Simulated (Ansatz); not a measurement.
Write a Python script for Ansatz 0.2.0, Python API that makes a comparison of enthalpies under pressure of two structures of Rb. Use (first run): r2SCAN, PAW, cutoff 750 eV, 7×7×7 k-points, cold smearing of 0.1 eV.

`run_transition.py`:
```python
"""Pressure at which two phases of Rb cross."""

import csv
import warnings

import ansatz as az
import numpy as np


def bcc(first, a):
    return az.Crystal.bcc(first, a=a)


def diamond(a_site, a):
    return az.Crystal.diamond(a_site, a=a)


def run_phase(name, crystal, pressure=0.0):
    calc = (
        crystal.calculation()
        .basis(750)
        .functional("r2scan")
        .scf(tolerance=1e-06, lower_state_search="standard")
        .kpoints(spacing=0.26)
        .occupations("cold", width=0.1)
    )
    calc = calc.relax(force_tolerance=0.02, max_steps=60, cell=True, pressure=pressure)
    return calc.run(threads=1)


def volume_per_atom(outcome):
    return abs(np.linalg.det(outcome.lattice.cell_ang)) / len(outcome.lattice.sites)


def main() -> None:
    warnings.simplefilter("ignore", az.DeckWarning)

    phases = {}
    phases["bcc"] = bcc("Rb", 5.6)
    phases["diamond"] = diamond("Rb", 9.71)

    # enthalpy per atom at each pressure
    pressures = [0, 15, 30, 45]
    enthalpy, volume = {name: [] for name in phases}, {name: [] for name in phases}
    for p in pressures:
        for name, crystal in phases.items():
            o = run_phase(name, crystal, pressure=p)
            volume[name].append(volume_per_atom(o))
            enthalpy[name].append(o.report["energy_sigma0_ev"] / len(o.lattice.sites) + p * volume[name][-1] / 160.21766)
    gap = np.array(enthalpy["diamond"]) - np.array(enthalpy["bcc"])
    rows = [(p, va, vb, 1000 * d) for p, va, vb, d in zip(pressures, volume["bcc"], volume["diamond"], gap)]
    with open("transition.csv", "w", newline="") as handle:
        writer = csv.writer(handle)
        writer.writerow(["P (GPa)", "V bcc (A^3/atom)", "V diamond (A^3/atom)", "H(diamond) - H(bcc) (meV/atom)"])
        writer.writerows([round(v, 4) if isinstance(v, float) else v for v in row] for row in rows)
    print(open("transition.csv").read())
    crossings = [p0 - g0 * (p1 - p0) / (g1 - g0) for p0, p1, g0, g1 in zip(pressures, pressures[1:], gap, gap[1:]) if g0 * g1 < 0]
    print("crossing near", [round(float(p), 1) for p in crossings], "GPa") if crossings else print("no crossing in this range")


if __name__ == "__main__":
    main()
```

```console
$ python run_transition.py
RunWarning: on these k-points the computed levels leave a gap of 0.1737 eV at the electron count, 1.7 widths of the cold smearing (0.1000 eV); against the step filling of these same bands (every [...]
P (GPa),V bcc (A^3/atom),V diamond (A^3/atom),H(diamond) - H(bcc) (meV/atom)
0,93.9118,142.3944,312.9035
15,33.2388,35.8653,411.3986
30,21.9192,29.1821,974.5867
45,18.94,25.4549,1597.4244

no crossing in this range
```
(Warnings from the package without file and line, shortened, repeats left out.)

Notes:
- The settings weren't tested for convergence.
- At a fixed pressure a relaxation lowers the enthalpy F + PV, while F alone can rise.
- For the metals among these phases the mesh is modest: differences between phases can be off by up to 40 meV an atom.
- The program warned that this SCF threshold is loose for forces or stresses.
- Only these two structures are compared, at zero temperature and with their symmetry kept; either may be hypothetical, and another phase may be lower than both. Differences under about 40 meV an atom lie within the error of mesh and functional.
- The cells are prototypes set up for this calculation and needn't exist.
- The script silences the warnings on its input, which a real study should read.
- Wall time of the script: 8.5 min on 1 thread of AMD EPYC 7B13 (Zen 3), with other jobs on the host, peak memory 2.2 GiB.

(Lines on the test bed's own set-up are left out of the output.)
